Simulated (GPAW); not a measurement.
# AlFe3B (Pm-3m) in GPAW: reference runs

Aim: a first look at AlFe3B with PBEsol, on the cell as given.

Program: GPAW 26.7.0. These are calculated values, not measurements. Logs are shortened: lines on timing, memory, paths and dates and some standing lists are left out, and cuts for length are marked. The log counts tension as positive stress, the text compression.

## Step 1: The structure

Symmetry: Pm-3m, No. 221, cubic system. The conventional cell has a = 3.822 Å, b = 3.822 Å, c = 3.822 Å, α = 90.00°, β = 90.00°, γ = 90.00°. Fe (site symmetry 4/mmm) has 2 B at 1.91 Å as nearest neighbours. Al (site symmetry m-3m) is surrounded by 12 Fe at 2.70 Å. Around B (site symmetry m-3m) lie 6 Fe at 1.91 Å.

The cell comes from a database or a generator and needn't be the stable form of this composition.

## Step 2: Single point, PBEsol, collinear spin, ferromagnetic start

Contents of run.py:

```python
from ase import Atoms
from ase.dft.bandgap import bandgap
from ase.io import write
from ase.units import Bohr, GPa
from gpaw import GPAW, PW, setup_paths
from gpaw.elf import elf_from_dft_calculation

setup_paths.insert(0, '.')

atoms = Atoms(['Fe', 'Fe', 'Fe', 'Al', 'B'],
              cell=[[3.822322, 0.0, 0.0],
                    [0.0, 3.822322, 0.0],
                    [0.0, 0.0, 3.822322]],
              scaled_positions=[[0.0, 0.0, 0.5],
                                [0.0, 0.5, 0.0],
                                [0.5, 0.0, 0.0],
                                [0.5, 0.5, 0.5],
                                [0.0, 0.0, 0.0]],
              pbc=True)
atoms.set_initial_magnetic_moments([3.0, 3.0, 3.0, 0.0, 0.0])

calc = GPAW(mode=PW(800),
            xc='PBEsol',
            kpts={'size': (7, 7, 7), 'gamma': True},
            occupations={'name': 'fermi-dirac', 'width': 0.05},
            nbands=33,
            convergence={'density': 1e-05, 'energy': 1e-05},
            maxiter=150,
            txt='gpaw.txt')
atoms.calc = calc
energy = atoms.get_potential_energy()
forces = atoms.get_forces()
stress = atoms.get_stress()
calc.write('gs.gpw')
write('result.traj', atoms)
print(f'Energy: {energy:.6f} eV')
print('Forces (eV/A):')
print(forces.round(4))
print('Stress (GPa):', (stress / GPa).round(3))
print('Moments:', calc.get_magnetic_moments().round(3))
print('Fermi level:', round(calc.get_fermi_level(), 4), 'eV')
print(f'Gap: {bandgap(calc)[0]:.4f} eV, direct: {bandgap(calc, direct=True)[0]:.4f} eV')

# fields on the real-space grid
write('density.cube', atoms, data=calc.get_pseudo_density() * Bohr**3)
write('potential.cube', atoms, data=calc.get_electrostatic_potential())
write('spin.cube', atoms, data=(calc.get_pseudo_density(spin=0) - calc.get_pseudo_density(spin=1)) * Bohr**3)
write('elf.cube', atoms, data=elf_from_dft_calculation(calc).data)
```

Potentials or basis: PAW data sets generated in the run's folder for this functional, pw.

Started as:

```sh
gpaw-setup -f PBEsol Al B Fe
OMP_NUM_THREADS=1 python run.py
```

gpaw.txt:

```text
__  _  _
 | _ |_)|_||  |
 |__||  | ||/\| - 26.7.0

Input parameters:
  mode=PW(ecut=800.0),
  convergence={'density': 1e-05, 'energy': 1e-05},
  kpts=MonkhorstPack(size=(7, 7, 7), gamma=True),
  maxiter=150,
  nbands=33,
  occupations=Occupations(name='fermi-dirac', width=0.05),
  xc=XC(name='PBEsol')

Diagonalizing LCAO Hamiltonian
Converting LCAO to pw mode
   .--------.
  /|        |
 * |        |
 | |        |
 | |   Al   |
 Fe.--------.
 |Fe       /
 B---Fe---*

Atoms  # Å, Bohr magnetons
|   | symbol |        x |        y |        z |    initial magnetic moments |
|---|--------|----------|----------|----------|-----------------------------|
| 0 |     Fe | 0.000000 | 0.000000 | 1.911161 | ( 0.0000,  0.0000,  3.0000) |
| 1 |     Fe | 0.000000 | 1.911161 | 0.000000 | ( 0.0000,  0.0000,  3.0000) |
| 2 |     Fe | 1.911161 | 0.000000 | 0.000000 | ( 0.0000,  0.0000,  3.0000) |
| 3 |     Al | 1.911161 | 1.911161 | 1.911161 | ( 0.0000,  0.0000,  0.0000) |
| 4 |      B | 0.000000 | 0.000000 | 0.000000 | ( 0.0000,  0.0000,  0.0000) |

Unit cell  # Å
| periodic |        x |        y |        z |  lengths |    angles |
|----------|----------|----------|----------|----------|-----------|
|      yes | 3.822322 | 0.000000 | 0.000000 | 3.822322 | 90.000000 |
|      yes | 0.000000 | 3.822322 | 0.000000 | 3.822322 | 90.000000 |
|      yes | 0.000000 | 0.000000 | 3.822322 | 3.822322 | 90.000000 |

Number of symmetries: 48
Symmetry operations  # r_c * U_cc + t_c -> r_c
|    | kind |            matrix            |
|----|------|------------------------------|
|  0 |  E   |  1, 0, 0,  0, 1, 0,  0, 0, 1 |
|  1 |  σ   |  1, 0, 0,  0, 1, 0,  0, 0,-1 |
|  2 |  σ   |  1, 0, 0,  0, 0, 1,  0, 1, 0 |
|  3 |  C4  |  1, 0, 0,  0, 0, 1,  0,-1, 0 |
|  4 |  C4  |  1, 0, 0,  0, 0,-1,  0, 1, 0 |
|  5 |  σ   |  1, 0, 0,  0, 0,-1,  0,-1, 0 |
|  6 |  σ   |  1, 0, 0,  0,-1, 0,  0, 0, 1 |
|  7 |  C2  |  1, 0, 0,  0,-1, 0,  0, 0,-1 |
|  8 |  σ   |  0, 1, 0,  1, 0, 0,  0, 0, 1 |
|  9 |  C2  |  0, 1, 0,  1, 0, 0,  0, 0,-1 |
| 10 |  C3  |  0, 1, 0,  0, 0, 1,  1, 0, 0 |
| 11 |  S6  |  0, 1, 0,  0, 0, 1, -1, 0, 0 |
| 12 |  S6  |  0, 1, 0,  0, 0,-1,  1, 0, 0 |
| 13 |  C3  |  0, 1, 0,  0, 0,-1, -1, 0, 0 |
| 14 |  C4  |  0, 1, 0, -1, 0, 0,  0, 0, 1 |
| 15 |  S4  |  0, 1, 0, -1, 0, 0,  0, 0,-1 |
| 16 |  C3  |  0, 0, 1,  1, 0, 0,  0, 1, 0 |
| 17 |  S6  |  0, 0, 1,  1, 0, 0,  0,-1, 0 |
| 18 |  σ   |  0, 0, 1,  0, 1, 0,  1, 0, 0 |
| 19 |  C4  |  0, 0, 1,  0, 1, 0, -1, 0, 0 |
| 20 |  C2  |  0, 0, 1,  0,-1, 0,  1, 0, 0 |
| 21 |  S4  |  0, 0, 1,  0,-1, 0, -1, 0, 0 |
| 22 |  S6  |  0, 0, 1, -1, 0, 0,  0, 1, 0 |
| 23 |  C3  |  0, 0, 1, -1, 0, 0,  0,-1, 0 |
| 24 |  S6  |  0, 0,-1,  1, 0, 0,  0, 1, 0 |
| 25 |  C3  |  0, 0,-1,  1, 0, 0,  0,-1, 0 |
| 26 |  C4  |  0, 0,-1,  0, 1, 0,  1, 0, 0 |
| 27 |  σ   |  0, 0,-1,  0, 1, 0, -1, 0, 0 |
| 28 |  S4  |  0, 0,-1,  0,-1, 0,  1, 0, 0 |
| 29 |  C2  |  0, 0,-1,  0,-1, 0, -1, 0, 0 |
| 30 |  C3  |  0, 0,-1, -1, 0, 0,  0, 1, 0 |
| 31 |  S6  |  0, 0,-1, -1, 0, 0,  0,-1, 0 |
| 32 |  C4  |  0,-1, 0,  1, 0, 0,  0, 0, 1 |
| 33 |  S4  |  0,-1, 0,  1, 0, 0,  0, 0,-1 |
| 34 |  S6  |  0,-1, 0,  0, 0, 1,  1, 0, 0 |
| 35 |  C3  |  0,-1, 0,  0, 0, 1, -1, 0, 0 |
| 36 |  C3  |  0,-1, 0,  0, 0,-1,  1, 0, 0 |
| 37 |  S6  |  0,-1, 0,  0, 0,-1, -1, 0, 0 |
| 38 |  σ   |  0,-1, 0, -1, 0, 0,  0, 0, 1 |
| 39 |  C2  |  0,-1, 0, -1, 0, 0,  0, 0,-1 |
| 40 |  σ   | -1, 0, 0,  0, 1, 0,  0, 0, 1 |
| 41 |  C2  | -1, 0, 0,  0, 1, 0,  0, 0,-1 |
| 42 |  C2  | -1, 0, 0,  0, 0, 1,  0, 1, 0 |
| 43 |  S4  | -1, 0, 0,  0, 0, 1,  0,-1, 0 |
| 44 |  S4  | -1, 0, 0,  0, 0,-1,  0, 1, 0 |
| 45 |  C2  | -1, 0, 0,  0, 0,-1,  0,-1, 0 |
| 46 |  C2  | -1, 0, 0,  0,-1, 0,  0, 0, 1 |
| 47 |  i   | -1, 0, 0,  0,-1, 0,  0, 0,-1 |

BZ-sampling:
  Number of BZ points: 343
  Number of IBZ points: 20

  Monkhorst-Pack size: [7, 7, 7]
  Monkhorst-Pack shift: [0, 0, 0]

K-points  # in reciprocal-cell coordinates
|     |                                coordinates |     weight |
|-----|--------------------------------------------|------------|
|   0 | (  0.00000000,   0.00000000,   0.00000000) | 0.00291545 |
|   1 | (  0.14285714,   0.00000000,   0.00000000) | 0.01749271 |
|   2 | (  0.14285714,   0.14285714,   0.00000000) | 0.03498542 |
|   3 | (  0.14285714,   0.14285714,   0.14285714) | 0.02332362 |
|   4 | (  0.28571429,   0.00000000,   0.00000000) | 0.01749271 |
|   5 | (  0.28571429,   0.14285714,   0.00000000) | 0.06997085 |
|   6 | (  0.28571429,   0.14285714,   0.14285714) | 0.06997085 |
|   7 | (  0.28571429,   0.28571429,   0.00000000) | 0.03498542 |
|   8 | (  0.28571429,   0.28571429,   0.14285714) | 0.06997085 |
|   9 | (  0.28571429,   0.28571429,   0.28571429) | 0.02332362 |
| ... |                                            |            |
|  19 | (  0.42857143,   0.42857143,   0.42857143) | 0.02332362 |

Plane wave coefficients: 2897
Cutoff: 800.0 eV

Spin-components: 2 (collinear spins)
Bands:           33
Projectors:      28
Spin-degeneracy: 1
Datatype:        complex128

Parallelization:
  kpt:    1
  domain: 1
  band:   1

Density:
  Valence electrons: 30.0
  Components: 2
  Grid points: [25 25 25]
  Charge: 0.0  # |e|

Potential:
  Grid points: [25 25 25]

species:
  Fe:
    name:    Iron
    Z:       26.0
    valence: 8
    core:    18
    charge:  0.0  # [|e|]
    compensation charges:
      type: gauss
      rc: 0.33  # [Å]
      lmax: 2
    cutoffs:
      filter: 2.06  # [Å]
      core: 2.67  # [Å]
    projectors
    | kind |    occ | energy [eV] | rcut [Å] |
    |------|--------|-------------|----------|
    |   4s |  2.000 |      -5.310 |    1.164 |
    |   4p |  0.000 |      -1.300 |    1.058 |
    |   3d |  6.000 |      -7.529 |    1.058 |
    |    s |        |      21.902 |    1.164 |
    |    p |        |      25.911 |    1.058 |
    |    d |        |      19.682 |    1.058 |

    Using partial waves for Fe as LCAO basis

  Al:
    name:    Aluminium
    Z:       13.0
    valence: 3
    core:    10
    charge:  0.0  # [|e|]
    compensation charges:
      type: gauss
      rc: 0.34  # [Å]
      lmax: 2
    cutoffs:
      filter: 1.91  # [Å]
      core: 2.36  # [Å]
    projectors
    | kind |    occ | energy [eV] | rcut [Å] |
    |------|--------|-------------|----------|
    |   3s |  2.000 |      -7.715 |    1.085 |
    |   3p |  1.000 |      -2.689 |    1.085 |
    |    s |        |      19.497 |    1.085 |
    |    p |        |      24.522 |    1.085 |
    |    d |        |       0.000 |    1.085 |

    Using partial waves for Al as LCAO basis

  B:
    name:    Boron
    Z:       5.0
    valence: 3
    core:    2
    charge:  0.0  # [|e|]
    compensation charges:
      type: gauss
      rc: 0.20  # [Å]
      lmax: 2
    cutoffs:
      filter: 1.14  # [Å]
      core: 1.42  # [Å]
    projectors
    | kind |    occ | energy [eV] | rcut [Å] |
    |------|--------|-------------|----------|
    |   2s |  2.000 |      -9.361 |    0.635 |
    |   2p |  1.000 |      -3.555 |    0.635 |
    |    s |        |      17.850 |    0.635 |
    |    p |        |      23.657 |    0.635 |
    |    d |        |       0.000 |    0.635 |

    Using partial waves for B as LCAO basis

Reference energy: -111017.433874  # eV

eigensolver:
  PPCG
  Converge bands: occupied
  niter=2

density mixing:
  MSR1-Mixer
  Pratt-step length: 0.05
  Maximum mixing coefficient: 0.75
  Old densities: 10
  SVD Regularization: 0.005
  Good broyden scale: 1.0
  Trust region scale: 1.0
  Backstep threshold: 4.0
  History deletion threshold: 6.0
  Fourier metric: weight=20.0, sigma=0.015

occupation numbers:
  Fermi-Dirac:
    width: 0.0500  # eV

poisson solver:
  ecut: 6400.0  # eV

xc functional:
  name: PBEsol with 2 nearest neighbor stencil

convergence criteria:
- Maximum integral of absolute [dens]ity change: 1e-05 electrons / valence electron
- Maximum [total energy] change in last 3 cyles: 1e-05 eV / valence electron
- Maximum integral of absolute [eigenst]ate change: 4e-08 eV^2 / valence electron
maximum number of iterations: 150

SCF iterations
|iter     | |      energy | eigst |  dens |  magmom |
|---------|-|-------------|-------|-------|---------|
|iter:   1| |  -42.211932 | +0.57 |       |  +9.0222|
|iter:   2| |  -41.678084 | -1.37 | -0.75 |  +8.8956|
|iter:   3| |  -40.740333 | -1.05 | -0.78 |  +6.8521|
|iter:   4| |  -40.910316 | -2.43 | -1.20 |  +5.8300|
|iter:   5| |  -41.338247 | -1.76 | -1.36 |  +4.3085|
|iter:   6| |  -41.007177 | -1.89 | -1.18 |  +3.4135|
|iter:   7| |  -41.034200 | -3.46 | -1.54 |  +4.2715|
|iter:   8| |  -41.038073 | -3.39 | -2.02 |  +3.8785|
|iter:   9| |  -41.040659 | -4.17 | -2.07 |  +4.1519|
|iter:  10| |  -41.040880 | -5.21 | -2.84 |  +4.1066|
|iter:  11| |  -41.040877c| -7.02 | -3.48 |  +4.1145|
|iter:  12| |  -41.040876c| -7.94c| -4.30 |  +4.1148|
|iter:  13| |  -41.040875c| -8.00c| -4.57 |  +4.1156|
|iter:  14| |  -41.040875c| -8.76c| -5.51c|  +4.1156|

Converged in 14 steps
Energy contributions relative to reference atoms: (reference = -111017.433874)

Energy contributions:
  Kinetic:          25.316703
  Coulomb:         -19.451610
  Zero:              0.316163
  External:          0.000000
  Xc:              -47.207461
  Entropy:          -0.029340
  Spinorbit:         0.000000
  ----------------------------
  Free energy:     -41.055545
  Extrapolated:    -41.040875

dipole moment: (-24.611311, -24.611311, -24.611311)  # |e|*Ang

Total magnetic moment: (0.000000, 0.000000, 4.115638)

Local magnetic moments
|        x |        y |         z |
|----------|----------|-----------|
| 0.000000 | 0.000000 |  1.474273 |  # Fe   0
| 0.000000 | 0.000000 |  1.474273 |  # Fe   1
| 0.000000 | 0.000000 |  1.474273 |  # Fe   2
| 0.000000 | 0.000000 | -0.075033 |  # Al   3
| 0.000000 | 0.000000 | -0.052754 |  # B    4

Fermi level: 9.169
Eigenvalues  # (at kpt = [0.000, 0.000, 0.000])
| band index |      eig [eV] | occ [0-1] |      eig [eV] | occ [0-1] |
|------------|---------------|-----------|---------------|-----------|
|          0 |        -1.680 |     1.000 |        -1.670 |     1.000 |
|        ... |               |           |               |           |
|          7 |         7.316 |     1.000 |         7.264 |     1.000 |
|          8 |         7.316 |     1.000 |         7.264 |     1.000 |
|          9 |         7.316 |     1.000 |         7.264 |     1.000 |
|         10 |         7.584 |     1.000 |         9.335 |     0.035 |
|         11 |         7.584 |     1.000 |         9.335 |     0.035 |
|         12 |         7.584 |     1.000 |         9.335 |     0.035 |
|         13 |         8.152 |     1.000 |         9.351 |     0.026 |
|         14 |         8.152 |     1.000 |         9.351 |     0.026 |
|         15 |         8.895 |     0.996 |        10.431 |     0.000 |
|         16 |         8.971 |     0.981 |        10.524 |     0.000 |
|         17 |         8.971 |     0.981 |        10.524 |     0.000 |
|         18 |         8.971 |     0.981 |        10.524 |     0.000 |
|         19 |        13.725 |     0.000 |        13.709 |     0.000 |
|         20 |        13.898 |     0.000 |        13.709 |     0.000 |
|         21 |        13.898 |     0.000 |        13.709 |     0.000 |
|        ... |               |           |               |           |
|         32 |        26.328 |     0.000 |        26.306 |     0.000 |

No gap
No difference between direct/indirect transitions

Forces  # eV/Ang
|        x |        y |       z |
|----------|----------|---------|
|  0.00000 |  0.00000 | 0.00000 |  # Fe   0
|  0.00000 | -0.00000 | 0.00000 |  # Fe   1
| -0.00000 |  0.00000 | 0.00000 |  # Fe   2
|  0.00000 |  0.00000 | 0.00000 |  # Al   3
|  0.00000 |  0.00000 | 0.00000 |  # B    4

Stress tensor  # eV/Ang^3
|        x |        y |        z |
|----------|----------|----------|
| 0.035247 | 0.000000 | 0.000000 |
| 0.000000 | 0.035247 | 0.000000 |
| 0.000000 | 0.000000 | 0.035247 |

# Writing to gs.gpw (mode='')
```

Run time: 96 s. Hardware: 1 thread of Arm Neoverse V1, shared host; peak memory 0.25 GiB.

What came out:

| Quantity | Value |
| --- | --- |
| Free energy | -41.0555 eV |
| Pressure | -5.6 GPa |
| Band gap on the k mesh | none (metal or under the smearing width) |
| Net moment | 4.12 μB per cell |
| Site moments | Fe +1.47; Al -0.07; B -0.05 μB |

Levels at points of the mesh, in eV from the Fermi level:
Spin up:
| k point | band 13 | band 14 | band 15 | band 16 | band 17 | band 18 | band 19 | band 20 | band 21 | band 22 |
| --- | --- | --- | --- | --- | --- | --- | --- | --- | --- | --- |
| (0.00, 0.00, 0.00) | -1.59 | -1.02 | -1.02 | -0.27 | -0.20 | -0.20 | -0.20 | 4.56 | 4.73 | 4.73 |
Spin down:
```
           k point  band 9  band 10  band 11  band 12  band 13  band 14  band 15  band 16  band 17  band 18
(0.00, 0.00, 0.00)   -1.91    -1.91     0.17     0.17     0.17     0.18     0.18     1.26     1.35     1.35
```
